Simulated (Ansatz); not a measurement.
# CH9AlOSi2: the cost of one run

Program: Ansatz 0.2.0. Level of theory: RKS B3LYP-D4/def2-SVP. These are calculated values, not measurements.

1 further run of the same task is left out (it didn't finish).

### 1 The starting structure

Bond lengths: C1–Al2 1.929 Å, Al2–Si3 2.329 Å, Al2–O4 1.863 Å, O4–Si5 1.761 Å, C1–H6 1.157 Å, C1–H7 1.143 Å, C1–H8 1.065 Å, Si3–H9 1.460 Å, Si3–H10 1.499 Å, Si3–H11 1.490 Å, Si5–H12 1.490 Å, Si5–H13 1.449 Å, Si5–H14 1.501 Å. Angles (14 of 22 angles, heavy atoms first): C1–Al2–Si3 118.9°, C1–Al2–O4 122.7°, Si3–Al2–O4 118.4°, Al2–O4–Si5 103.4°, Al2–C1–H6 111.2°, Al2–C1–H7 110.6°, Al2–C1–H8 112.7°, Al2–Si3–H9 111.8°, Al2–Si3–H10 110.7°, Al2–Si3–H11 111.0°, O4–Si5–H12 107.5°, O4–Si5–H13 108.1°, O4–Si5–H14 111.2°, H6–C1–H7 104.7°.

As a file:

```xyz
14

C    -1.6613    1.3009    0.4464
Al    0.0923    0.5954    0.0616
Si    1.4590   -0.0529    1.8328
O     0.7300    0.3797   -1.6752
Si    0.1467   -1.2191   -2.1282
H    -2.2185    1.5905   -0.5257
H    -1.5821    2.2766    1.0368
H    -2.2671    0.6189    0.9953
H     1.7885   -1.4738    1.7724
H     2.7487    0.7115    1.8152
H     0.7979    0.2091    3.1427
H     0.7924   -2.2071   -1.2181
H     0.5082   -1.4543   -3.5115
H    -1.3476   -1.3046   -2.0157
```

### 2 Relaxing end A

Contents of input.yaml:

```yaml
crystal:
  periodic: [false, false, false]
  atoms:
    - { symbol: C, position_ang: [-1.6613, 1.3009, 0.4464] }
    - { symbol: Al, position_ang: [0.0923, 0.5954, 0.0616] }
    - { symbol: Si, position_ang: [1.459, -0.0529, 1.8328] }
    - { symbol: O, position_ang: [0.73, 0.3797, -1.6752] }
    - { symbol: Si, position_ang: [0.1467, -1.2191, -2.1282] }
    - { symbol: H, position_ang: [-2.2185, 1.5905, -0.5257] }
    - { symbol: H, position_ang: [-1.5821, 2.2766, 1.0368] }
    - { symbol: H, position_ang: [-2.2671, 0.6189, 0.9953] }
    - { symbol: H, position_ang: [1.7885, -1.4738, 1.7724] }
    - { symbol: H, position_ang: [2.7487, 0.7115, 1.8152] }
    - { symbol: H, position_ang: [0.7979, 0.2091, 3.1427] }
    - { symbol: H, position_ang: [0.7924, -2.2071, -1.2181] }
    - { symbol: H, position_ang: [0.5082, -1.4543, -3.5115] }
    - { symbol: H, position_ang: [-1.3476, -1.3046, -2.0157] }
basis:
  gaussian: { orbitals: def2-SVP }
hamiltonian:
  xc: b3lyp
  dispersion: d4
relax:
  f_tol: 0.02
  max_steps: 50
```

Run with:

```
ansatz run input.yaml --threads 2 --pin off --max-ram 3072MiB --backend cpu --events-out ev --progress --plain --runs-dir out
```

What time and memory should one allow on 2 threads of Arm Neoverse V2, shared host?

About 44 s, with a peak of 0.31 GiB.
